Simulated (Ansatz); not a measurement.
# C₁₀H₇Br: a ladder of functionals and wavefunction methods

An exercise on one series of results from a longer session: the logs are not shown, and one member is left open.

Computed with Ansatz 0.2.0, Gaussian basis. Level: functionals in def2-TZVPP, the program's frozen cores in correlated methods.

The runs, in order: LDA (SPW92), PBE-D4, revPBE-D4, BLYP-D4, r2SCAN-D4, B97M-V, PBE0-D4, B3LYP-D4, r2SCANh-D4, r2SCAN0-D4, HSE06-D4, BHLYP-D4, CAM-B3LYP-D4, LC-ωPBE, ωB97X-V, ωB97M-V, B2PLYP, PBE-QIDH; CCSD(T)/def2-SVP; CCSD(T)/def2-TZVPP; MP2/def2-QZVPP; extrapolation to the limit; RPA on PBE.

## The relaxed structure

An earlier PBE0-D4 in a triple-zeta def2 set relaxation fixed the geometry.

SMILES `Brc1cccc2ccccc12`, 18 atoms, charge 0, spin multiplicity 1.

Atoms are counted from 1 here; the program's logs count them from 0.

Bond lengths: Br1–C2 1.891 Å, C2–C3 1.366 Å, C2–C11 1.416 Å, C3–C4 1.406 Å, C3–H12 1.082 Å, C4–C5 1.365 Å, C4–H13 1.084 Å, C5–C6 1.411 Å, C5–H14 1.084 Å, C6–C7 1.412 Å, C6–C11 1.425 Å, C7–C8 1.366 Å, C7–H15 1.085 Å, C8–C9 1.406 Å, C8–H16 1.084 Å, C9–C10 1.367 Å, C9–H17 1.084 Å, C10–C11 1.411 Å and more. Angles: Br1–C2–C3 118.0°, Br1–C2–C11 120.0°, C3–C2–C11 122.0°, C2–C3–C4 119.8°, C2–C3–H12 119.9°, C4–C3–H12 120.2°, C3–C4–C5 120.4°, C3–C4–H13 119.1°, C5–C4–H13 120.5°, C4–C5–C6 120.7°, C4–C5–H14 120.6°, C6–C5–H14 118.7°, C5–C6–C7 121.3°, C5–C6–C11 119.9°, C7–C6–C11 118.9°, C6–C7–C8 121.0°, C6–C7–H15 118.4°, C8–C7–H15 120.6° and more.

The first run:

The input, in.yaml:

```yaml
crystal:
  periodic: [false, false, false]
  atoms:
    - {symbol: Br, position_ang: [0.973072, -3.221048, -0.924487]}
    - {symbol: C, position_ang: [1.006257, -1.340378, -0.725892]}
    - {symbol: C, position_ang: [2.067970, -0.659413, -1.251191]}
    - {symbol: C, position_ang: [2.133010, 0.739298, -1.126441]}
    - {symbol: C, position_ang: [1.140777, 1.421816, -0.483004]}
    - {symbol: C, position_ang: [0.036275, 0.737305, 0.066232]}
    - {symbol: C, position_ang: [-0.997130, 1.429311, 0.734190]}
    - {symbol: C, position_ang: [-2.064469, 0.761195, 1.264185]}
    - {symbol: C, position_ang: [-2.145560, -0.638044, 1.148539]}
    - {symbol: C, position_ang: [-1.163186, -1.341376, 0.508301]}
    - {symbol: C, position_ang: [-0.048533, -0.680734, -0.049488]}
    - {symbol: H, position_ang: [2.855935, -1.197826, -1.761773]}
    - {symbol: H, position_ang: [2.980495, 1.267145, -1.547550]}
    - {symbol: H, position_ang: [1.186581, 2.500749, -0.384286]}
    - {symbol: H, position_ang: [-0.925041, 2.508431, 0.817942]}
    - {symbol: H, position_ang: [-2.850226, 1.306196, 1.774243]}
    - {symbol: H, position_ang: [-2.994396, -1.163235, 1.570751]}
    - {symbol: H, position_ang: [-1.229532, -2.418192, 0.421528]}
basis:
  gaussian: {orbitals: def2-TZVPP}
hamiltonian: {xc: lda}
output: {orbitals: {seedname: orbitals}}
```

The run is started by

```sh
> ansatz run in.yaml --threads 4 --pin off --events-out ev --progress --plain --max-ram 66560MiB --backend cuda --devices 0, --max-vram 37GiB
```

Among the steps run: LDA; PBE-D4 (GGA); revPBE-D4 (GGA); BLYP-D4 (GGA); r2SCAN-D4 (meta-GGA); B97M-V (meta-GGA); PBE0-D4 (hybrid); B3LYP-D4 (hybrid); r2SCANh-D4 (hybrid); r2SCAN0-D4 (hybrid); HSE06-D4 (hybrid); BHLYP-D4 (hybrid); CAM-B3LYP-D4 (range-separated); LC-ωPBE (range-separated); ωB97X-V (range-separated); ωB97M-V (range-separated); B2PLYP (double hybrid); PBE-QIDH (double hybrid).

One of the session's tables, all rows but one given; the rest of the session is left out.

It belongs to the step «Orbital energies across the functionals». 

```
  functional  HOMO (eV)  LUMO (eV)  gap (eV)
 LDA (SPW92)      -5.77      -2.52      3.25
      PBE-D4      -5.56      -2.27      3.28
   revPBE-D4      -5.48      -2.18      3.30
     BLYP-D4      -5.36      -2.09      3.27
   r2SCAN-D4      -5.70      -2.17      3.54
      B97M-V      -5.67      -2.07      3.60
     PBE0-D4          ?          ?         ?
    B3LYP-D4      -6.23      -1.62      4.61
  r2SCANh-D4      -6.04      -1.87      4.17
  r2SCAN0-D4      -6.55      -1.43      5.11
    HSE06-D4      -6.06      -1.84      4.22
    BHLYP-D4      -7.13      -0.51      6.62
CAM-B3LYP-D4      -7.54      -0.45      7.08
     LC-ωPBE      -8.75       0.45      9.20
     ωB97X-V      -8.42       0.47      8.89
     ωB97M-V      -8.35       0.42      8.77
```

**Question.** Estimate the row for PBE0-D4.

As computed: HOMO (eV): -6.44; LUMO (eV): -1.48; gap (eV): 4.96. In the column «HOMO (eV)» it lies between r2SCAN0-D4 (-6.55) and B3LYP-D4 (-6.23).
